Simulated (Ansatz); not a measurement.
# Mn2Al2Cu (I4mm) in Ansatz: a series of runs

One crystal, Mn2Al2Cu, is run at these levels: PBEsol; tasks: single point.

Program: Ansatz 0.2.0. These are calculated values, not measurements. Logs are shortened: lines on timing, memory, paths and dates and some standing lists are left out, and cuts for length are marked.

## (1) The crystal as given

Symmetry: I4mm, No. 107, tetragonal system. Conventional cell: a = 2.737 Å, b = 2.737 Å, c = 17.038 Å, α = 90.00°, β = 90.00°, γ = 90.00°. Cu (site symmetry 4mm) is surrounded by 4 Al at 2.57 Å and 4 Mn at 2.61 Å and 4 Cu at 2.74 Å. Around Mn (site symmetry 4mm) lie 4 Mn at 2.32 Å and 4 Cu at 2.61 Å. Mn (site symmetry 4mm) is surrounded by 4 Mn at 2.32 Å and 4 Al at 2.53 Å. Al (site symmetry 4mm) has 5 Mn at 2.53 to 2.90 Å and 8 Al at 2.74 to 2.90 Å as nearest neighbours. Al (site symmetry 4mm) has 4 Cu at 2.57 Å and 8 Al at 2.74 to 2.90 Å as nearest neighbours.

The cell comes from a database or a generator and needn't be the stable form of this composition.

## (2) Single point, PBEsol

File input.yaml:

```yaml
crystal:
  lattice:
    - [-1.368592, 1.368592, 8.518936]
    - [1.368592, -1.368592, 8.518936]
    - [1.368592, 1.368592, -8.518936]
  atoms:
    - { symbol: Cu, position: [0.990791, 0.990791, 0.0] }
    - { symbol: Mn, position: [0.38791, 0.38791, 0.0] }
    - { symbol: Mn, position: [0.813349, 0.813349, 0.0] }
    - { symbol: Al, position: [0.217548, 0.217548, 0.0] }
    - { symbol: Al, position: [0.590402, 0.590402, 0.0] }
hamiltonian:
  xc: pbesol
  pseudopotentials: { kind: paw }
kpoints:
  mp_grid: { grid: [13, 13, 13] }
scf:
  occupations: { method: fermi_dirac, width: 0.05 }
output:
  forces: true
  stress: true
  eigenvalues: true
```

Potentials or basis: Ansatz PAW.

Run with:

```bash
$ ansatz run input.yaml --threads 2 --pin off --max-ram 5632MiB --backend cpu --events-out ev --progress --plain --runs-dir out
```

The program printed:

```text
Warning: RAYON_NUM_THREADS=2 ignored (pool sized by the plan → 2); use --threads N
basis.fft_grid_basis auto: the FFT boxes are laid along the combinations [[1, 0, 1], [0, 1, 1], [0, 0, 1]] of the cell's own vectors, 2.737, 2.737 and 8.736 Å long. The dense box has 20×20×60 points. Along the cell's own vectors, as sized, it would have 60×60×60, 9.00 times as many. Of the 8 symmetry operations that the crystal satisfies within crystal.symmetry.tolerance (time reversal apart; of a slab, those that keep its plane) the dense box along the cell's own vectors carries 8, and the one as laid loses 6 of those. basis.fft_grid_basis: typed keeps the cell's own vectors: state it where this run's energies or levels are differenced outside the engine with another run's, or held beside a run that keeps those vectors.
Engine: ansatz 0.2.0, aarch64-unknown-linux-gnu
Pseudopotentials: kind: paw
Pseudopotential: Cu, paw, valence charge 19, recommended cutoff 420 eV (normal), Cu.paw.azcp
Pseudopotential: Mn, paw, valence charge 15, recommended cutoff 420 eV (normal), Mn.paw.azcp
Pseudopotential: Al, paw, valence charge 3, recommended cutoff 420 eV (normal), Al.paw.azcp
Functional definition: PBEsol
  exchange = pbesol_x
  correlation = pbesol_c
Crystal: 5 atoms, lattice volume = 63.825 Å³
Basis set: ecut = 420 eV, 1265 PW (Γ), FFT grids on a1+a3, a2+a3, a3, exchange–correlation on 40×40×120 points (8 copies of the dense FFT grid, shifted against one another)
Bands: 33, of which v1, the nominal top of the filled ones, is band 28 counted from 1 (27 counted from 0)
Symmetry: 8 space group operations
Space group: I4mm (ITA 107), of the structure as read, at distance tolerance 4.0e-5 Å
k-points: 196 of 2197 (time reversal used)
Non-local potential: Cu, projectors of the file, l = 0: 3, l = 1: 2, l = 2: 3, l = 3: 1
Non-local potential: Mn, projectors of the file, l = 0: 3, l = 1: 2, l = 2: 3, l = 3: 1
Non-local potential: Al, projectors of the file, l = 0: 2, l = 1: 2, l = 2: 1
PAW form: soft (Blöchl's): semilocal exchange-correlation on the pseudo side does not see the compensation charge
PAW frozen core: Cu, regenerated for the run's functional, and the local potential with it (the file was generated under x = pbe(κ = 0.804, μ = 0.2195149727645171), c = pbe(β = 0.06672455060314922))
PAW frozen core: Mn, regenerated for the run's functional, and the local potential with it (the file was generated under x = pbe(κ = 0.804, μ = 0.2195149727645171), c = pbe(β = 0.06672455060314922))
PAW frozen core: Al, regenerated for the run's functional, and the local potential with it (the file was generated under x = pbe(κ = 0.804, μ = 0.2195149727645171), c = pbe(β = 0.06672455060314922))
PAW one-centre angular grid: Cu, 590 points (default); XC on 64 Gauss nodes
PAW one-centre angular grid: Mn, 590 points (default); XC on 64 Gauss nodes
PAW one-centre angular grid: Al, 110 points (default); XC on 64 Gauss nodes
Initial density: superposition of atomic densities (neutral atoms: chi_scale 0, normalization atom), corrected by the library's trained network
Initial wavefunctions: pseudopotential atomic-orbital guess
Functional: x = pbesol(κ = 0.804, μ = 0.12345679012345678), c = pbesol(β = 0.046)
SCF iter   1: F=—  HF=-15375.573216 eV  |F-HF|=—  |Δ(HF+E_count)|=         —  Δρ=1.99e-2  dr2=2.57e-1  ethr=1.77e-3  ⟨swp⟩=6.4  Hψ=26127  notcnv=0
preconditioner: auto → Kerker (q_TF=auto, 2.661 Å⁻¹)  [metal: Δε(μ)=0.006 eV  Ē_g=4.635 eV  σ=0.050 eV  W_gap=0.03  n_scr=22 (ndim 8)  ℏωp=25.9 eV  f_vac=0.000  D(μ)=4.81/eV (n_scr^D=62)]
SCF iter   2: F=—  HF=-15375.554965 eV  |F-HF|=—  |Δ(HF+E_count)|=   1.83e-2  Δρ=8.13e-3  dr2=6.63e-2  ethr=4.67e-4  ⟨swp⟩=2.0  Hψ=8882  notcnv=0
SCF iter   3: F=—  HF=-15375.552488 eV  |F-HF|=—  |Δ(HF+E_count)|=   2.48e-3  Δρ=3.42e-3  dr2=9.20e-3  ethr=1.21e-4  ⟨swp⟩=2.0  Hψ=7399  notcnv=0
SCF iter   4: F=—  HF=-15375.551649 eV  |F-HF|=—  |Δ(HF+E_count)|=   8.40e-4  Δρ=8.60e-4  dr2=1.46e-3  ethr=1.67e-5  ⟨swp⟩=2.0  Hψ=8399  notcnv=0
SCF iter   5: F=—  HF=-15375.551563 eV  |F-HF|=—  |Δ(HF+E_count)|=   8.57e-5  Δρ=2.34e-4  dr2=1.02e-4  ethr=2.66e-6  ⟨swp⟩=1.2  Hψ=6506  notcnv=0
SCF iter   6: F=—  HF=-15375.551548 eV  |F-HF|=—  |Δ(HF+E_count)|=   1.45e-5  Δρ=8.52e-5  dr2=8.73e-6  ethr=1.85e-7  ⟨swp⟩=2.2  Hψ=9766  notcnv=0
SCF iter   7: F=—  HF=-15375.551552 eV  |F-HF|=—  |Δ(HF+E_count)|=   3.69e-6  Δρ=3.06e-5  dr2=1.71e-6  ethr=1.59e-8  ⟨swp⟩=2.1  Hψ=8511  notcnv=0
SCF iter   8: F=-15375.551552 eV  HF=-15375.551552 eV  |F-HF|=7.06e-8  |Δ(HF+E_count)|=   1.04e-7  Δρ=7.62e-6  dr2=8.37e-8  ethr=1.82e-10  ⟨swp⟩=3.8  Hψ=25557  notcnv=0
SCF 1 converged in 8 iterations: F = -15375.551552 eV  dr2 = 8.37e-8
SCF converged after 8 iterations
Free energy (F): -15375.551552 eV
Harris-Foulkes:  -15375.551552 eV  (|F-HF|=7.06e-8)
Internal energy: -15375.514043 eV  (E = F + TS)
E sigma→0 (E₀):  -15375.532798 eV
Entropy (-TS):   -0.037509 eV (-7.502 meV/atom)
Fermi energy:    14.139674 eV
--- Per-component energies (eV) ---
  E_band       = -862.209680
  E_kinetic    = 967.438969
  E_local      = -14479.780203  (includes V_loc(G=0)·N_el)
  E_nonlocal   = 887.491283
  E_hartree    = 6637.302853
  E_xc         = -399.232677
  E_vxc        = -471.388580  (∫ρ·V_xc dr)
  E_paw        = -5069.254952  (= ΣΔE_a)
  E_vpaw       = -1040.572224  (= ΣTr[D̂ρ^β])
  E_aug_tail   = 0.000242  (compensation charges beyond the density's cutoff)
  E_ewald      = -3920.063340
  E_core_change = 0.583781  (= ΣΔE_core)
  E_smearing   = -0.037509  (= −TS)
  E_closure    = 0.000000  (closes the sum)
  Σ components = -15375.551552   (vs F -15375.551552, Δ=0.00e0)
--- Forces (eV/Å), atoms counted from 1 ---
  atom   1  Cu    -0.00000000     0.00000000    -0.08241500
  atom   2  Mn    -0.00000000     0.00000000    -0.12886904
  atom   3  Mn     0.00000000    -0.00000000     0.45419649
  atom   4  Al     0.00000000    -0.00000000     0.10251635
  atom   5  Al    -0.00000000    -0.00000000    -0.34536194
  max |Σ_I F_I| component: 6.69e-5 eV/Å
--- Stress (GPa, compression-positive) ---
       -4.274444       0.000000      -0.000000
        0.000000      -4.274444       0.000000
       -0.000000       0.000000      -4.339991
  P = ⅓ Tr σ = -4.2963 GPa (-42.963 kbar)
--- Band table (eV; the first three rows and the last of 196) ---
  k-point 0: bands = ["-98.7409", "-64.9025", "-64.6706", "-56.3130", "-56.2143", "-56.2143", "-33.8368", "-33.8169", "-33.8169", "-33.4891", "-33.4076", "-33.4076", "3.2364", "5.4628", "6.6442", "9.4138", "9.8221", "10.2748", "10.5055", "10.9536", "10.9536", "11.4093", "12.4304", "13.1316", "13.1316", "13.4115", "13.5623", "13.6323", "14.6127", "14.6127", "15.5644", "16.1706", "21.1313"]
  k-point 1: bands = ["-98.7407", "-64.8944", "-64.6750", "-56.3128", "-56.2156", "-56.2156", "-33.8518", "-33.8302", "-33.8146", "-33.4756", "-33.4219", "-33.4108", "3.4705", "5.6834", "6.8913", "9.5180", "9.8970", "10.3614", "10.5613", "10.9043", "10.9542", "11.3407", "12.4000", "13.0364", "13.0573", "13.2036", "13.4925", "13.9010", "14.7349", "14.7560", "15.4949", "16.2005", "19.1170"]
  k-point 2: bands = ["-98.7402", "-64.8723", "-64.6872", "-56.3121", "-56.2193", "-56.2192", "-33.8791", "-33.8670", "-33.8151", "-33.4807", "-33.4262", "-33.4197", "4.1643", "6.3332", "7.6028", "9.7828", "10.1060", "10.5061", "10.6424", "10.8634", "11.0718", "11.1709", "12.0806", "12.7511", "12.8458", "13.1980", "13.4158", "14.3546", "14.7696", "14.9524", "15.6055", "16.4692", "17.2050"]
  k-point 195: bands = ["-98.7408", "-64.8984", "-64.6728", "-56.3129", "-56.2157", "-56.2142", "-33.8481", "-33.8253", "-33.8102", "-33.4820", "-33.4128", "-33.4116", "3.4661", "4.9665", "8.2725", "8.6234", "9.8574", "9.9221", "10.5373", "10.9424", "10.9568", "11.3750", "12.0193", "13.1055", "13.1291", "13.2867", "13.4750", "13.9908", "14.7245", "14.7321", "15.5217", "17.9705", "19.2070"]
```

It took 21 s on 2 threads of Arm Neoverse V1, shared host; peak memory 0.56 GiB.

What came out:

```yaml
Free_energy: -15375.5516 eV
Pressure: -4.3 GPa
Largest_force: 0.454 eV/Å
Band_gap_on_the_k_mesh: none (metal or under the smearing width)
```

Forces in eV/Å, atoms in the order of the input:
```
Cu   0.000  0.000 -0.082
Mn   0.000  0.000 -0.129
Mn   0.000  0.000  0.454
Al   0.000  0.000  0.103
Al   0.000  0.000 -0.345
```

Caveat: the PAW data sets come from PBE, with cores solved anew for the run's functional, which leaves a small shift of forces and pressure.

## (3) Single point, PBEsol, collinear spin, ferromagnetic start

Changes to input.yaml since step 2:

```diff
@@ -6,5 +6,5 @@
   atoms:
-    - { symbol: Cu, position: [0.990791, 0.990791, 0.0] }
-    - { symbol: Mn, position: [0.38791, 0.38791, 0.0] }
-    - { symbol: Mn, position: [0.813349, 0.813349, 0.0] }
+    - { symbol: Cu, position: [0.990791, 0.990791, 0.0], spin: 0.6 }
+    - { symbol: Mn, position: [0.38791, 0.38791, 0.0], spin: 4.0 }
+    - { symbol: Mn, position: [0.813349, 0.813349, 0.0], spin: 4.0 }
     - { symbol: Al, position: [0.217548, 0.217548, 0.0] }
@@ -14,2 +14,4 @@
   pseudopotentials: { kind: paw }
+magnetization:
+  spin_polarized: true
 kpoints:
```

Potentials or basis: Ansatz PAW.

Run with:

```bash
$ ansatz run input.yaml --threads 2 --pin off --max-ram 5632MiB --backend cpu --events-out ev --progress --plain --runs-dir out
```

The program printed:

```text
Warning: RAYON_NUM_THREADS=2 ignored (pool sized by the plan → 2); use --threads N
basis.fft_grid_basis auto: the FFT boxes are laid along the combinations [[1, 0, 1], [0, 1, 1], [0, 0, 1]] of the cell's own vectors, 2.737, 2.737 and 8.736 Å long. The dense box has 20×20×60 points. Along the cell's own vectors, as sized, it would have 60×60×60, 9.00 times as many. Of the 8 symmetry operations that the crystal satisfies within crystal.symmetry.tolerance (time reversal apart; of a slab, those that keep its plane) the dense box along the cell's own vectors carries 8, and the one as laid loses 6 of those. basis.fft_grid_basis: typed keeps the cell's own vectors: state it where this run's energies or levels are differenced outside the engine with another run's, or held beside a run that keeps those vectors.
[... 8 set-up lines as earlier in the session ...]
Crystal: 5 atoms, lattice volume = 63.825 Å³
[... 73 lines left out ...]
  atom   1  Cu    -0.00000000    -0.00000000    -0.09500557
  atom   2  Mn     0.00000000     0.00000000     0.26428916
  atom   3  Mn     0.00000000     0.00000000     0.09204600
  atom   4  Al     0.00000000    -0.00000000     0.06758196
  atom   5  Al    -0.00000000     0.00000000    -0.32886388
  max |Σ_I F_I| component: 4.77e-5 eV/Å
--- Stress (GPa, compression-positive) ---
       -2.343274       0.000000      -0.000000
        0.000000      -2.343274       0.000000
       -0.000000       0.000000      -3.251361
  P = ⅓ Tr σ = -2.6460 GPa (-26.460 kbar)
--- Band table (eV; the first three rows and the last of 392) ---
  k-point 0 ↑: bands = ["-98.7564", "-65.4416", "-64.4401", "-56.3369", "-56.2244", "-56.2244", "-34.3904", "-34.2466", "-34.2466", "-33.2771", "-33.2771", "-33.2609", "3.2396", "5.4723", "6.5878", "9.2766", "9.7461", "10.2774", "10.4443", "10.9260", "10.9260", "11.3906", "12.4048", "12.9873", "12.9873", "13.2088", "13.3606", "13.3933", "14.5534", "14.5534", "15.4957", "16.1192", "21.1365", "21.6653", "22.0014", "22.0014", "23.5958", "23.5958", "23.7448"]
  k-point 1 ↑: bands = ["-98.7562", "-65.4385", "-64.4397", "-56.3367", "-56.2258", "-56.2257", "-34.3933", "-34.2567", "-34.2515", "-33.2906", "-33.2834", "-33.2531", "3.4739", "5.6926", "6.8345", "9.3887", "9.8282", "10.3611", "10.4924", "10.8740", "10.9198", "11.3203", "12.3487", "12.8536", "12.9543", "13.0310", "13.2821", "13.7234", "14.6539", "14.6573", "15.4181", "16.1630", "19.1265", "20.7632", "21.5310", "22.0584", "22.7904", "24.4561", "25.2842"]
  k-point 2 ↑: bands = ["-98.7557", "-65.4301", "-64.4381", "-56.3361", "-56.2294", "-56.2293", "-34.3981", "-34.2850", "-34.2679", "-33.3216", "-33.3006", "-33.2378", "4.1682", "6.3415", "7.5448", "9.6779", "10.0573", "10.4955", "10.5866", "10.7892", "11.0131", "11.1490", "11.9409", "12.7973", "12.8337", "12.9714", "13.0707", "14.1321", "14.7454", "14.8421", "15.4841", "16.4504", "17.2187", "18.9551", "19.6810", "21.4041", "23.0738", "23.9653", "24.4547"]
  k-point 195 ↓: bands = ["-98.7145", "-65.0184", "-64.0936", "-56.2925", "-56.1879", "-56.1863", "-33.9084", "-33.8936", "-33.8871", "-32.9556", "-32.9499", "-32.8621", "3.4959", "4.9885", "8.2826", "8.6908", "9.9048", "9.9797", "10.5744", "10.9711", "10.9863", "11.4124", "12.0920", "13.0908", "13.1132", "13.3380", "13.7649", "14.3008", "15.0155", "15.0467", "15.7917", "18.0259", "19.3151", "19.5013", "21.9445", "22.2649", "22.8713", "24.5532", "24.5717"]
```

Run time: 1.9 min. Hardware: 2 threads of Arm Neoverse V1, shared host; peak memory 0.89 GiB.

Results:

* Free energy: -15375.5606 eV
* Pressure: -2.6 GPa
* Largest force: 0.329 eV/Å
* Band gap on the k mesh: none (metal or under the smearing width)
* Net moment: 0.79 μB per cell
* Absolute moment: 1.91 μB per cell
* Site moments: Cu +0.02; Mn +1.17, -0.50; Al +0.02, +0.01 μB

Forces in eV/Å, atoms in the order of the input:
```
Cu   0.000  0.000 -0.095
Mn   0.000  0.000  0.264
Mn   0.000  0.000  0.092
Al   0.000  0.000  0.068
Al   0.000  0.000 -0.329
```

Stress tensor (GPa, compression positive):
```
-2.34  0.00  0.00
 0.00 -2.34  0.00
 0.00  0.00 -3.25
```

Caveat: the PAW data sets come from PBE, with cores solved anew for the run's functional, which leaves a small shift of forces and pressure; the starting moments weren't kept.
